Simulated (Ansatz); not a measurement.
# AlH₃O₂Se: basis-set convergence

The task here is to estimate one member of a computed series from the others.

Computed with Ansatz 0.2.0, Gaussian basis. Level: one geometry, several basis sets.

The runs, in order: PBE0-D4/def2-SVP; ωB97M-V/def2-SVP; PBE0-D4/def2-QZVPP; ωB97M-V/def2-QZVPP; the functionals' def2-TZVPP values are taken from earlier runs.

### Structure used throughout

The geometry comes from an earlier relaxation with PBE0-D4 in a triple-zeta def2 set; it is a stationary point, not always the lowest conformer.

SMILES `[OH][Al]([OH])[SeH]`, 7 atoms, charge 0, spin multiplicity 1.

Atoms are counted from 1 here; the program's logs count them from 0.

Bond lengths: O1–Al2 1.685 Å, O1–H5 0.954 Å, Al2–O3 1.684 Å, Al2–Se4 2.319 Å, O3–H6 0.955 Å, Se4–H7 1.469 Å. Angles: Al2–O1–H5 124.4°, O1–Al2–O3 116.9°, O1–Al2–Se4 123.4°, O3–Al2–Se4 119.7°, Al2–O3–H6 124.3°, Al2–Se4–H7 91.8°.

Coordinates:

```xyz
7
charge 0, multiplicity 1
O    -1.1891    1.0891    0.5143
Al    0.1257    0.0563    0.3057
O     1.1942   -0.0876    1.5997
Se    0.5100   -1.1442   -1.6404
H    -1.8586    1.2497   -0.1466
H     1.9727   -0.6401    1.5965
H    -0.6938   -0.5911   -2.2747
```

Set-up of the first run:

in.yaml

```yaml
crystal:
  periodic: [false, false, false]
  atoms:
    - {symbol: O, position_ang: [-1.189063, 1.089069, 0.514330]}
    - {symbol: Al, position_ang: [0.125701, 0.056282, 0.305666]}
    - {symbol: O, position_ang: [1.194216, -0.087639, 1.599652]}
    - {symbol: Se, position_ang: [0.510006, -1.144160, -1.640428]}
    - {symbol: H, position_ang: [-1.858594, 1.249671, -0.146630]}
    - {symbol: H, position_ang: [1.972710, -0.640120, 1.596462]}
    - {symbol: H, position_ang: [-0.693775, -0.591105, -2.274651]}
basis:
  gaussian: {orbitals: def2-SVP}
hamiltonian: {xc: pbe0, dispersion: d4}
output: {orbitals: {seedname: orbitals}}
```

Among the steps run: PBE0-D4 in def2-SVP; ωB97M-V in def2-SVP; PBE0-D4 in def2-QZVPP; ωB97M-V in def2-QZVPP.

One table of the session follows, with a row left open; its other results are not shown here.

It belongs to the step «Density functionals: the series». 

```
functional       basis  HOMO (eV)
   PBE0-D4    def2-SVP      -7.24
   PBE0-D4  def2-TZVPP      -7.39
   PBE0-D4  def2-QZVPP          ?
   ωB97M-V    def2-SVP      -9.36
   ωB97M-V  def2-TZVPP      -9.53
   ωB97M-V  def2-QZVPP      -9.57
```

**Question.** Estimate the row for PBE0-D4, def2-QZVPP.

The run gave: HOMO (eV): -7.42. In the column «HOMO (eV)» it lies between ωB97M-V, def2-SVP (-9.36) and PBE0-D4, def2-TZVPP (-7.39).
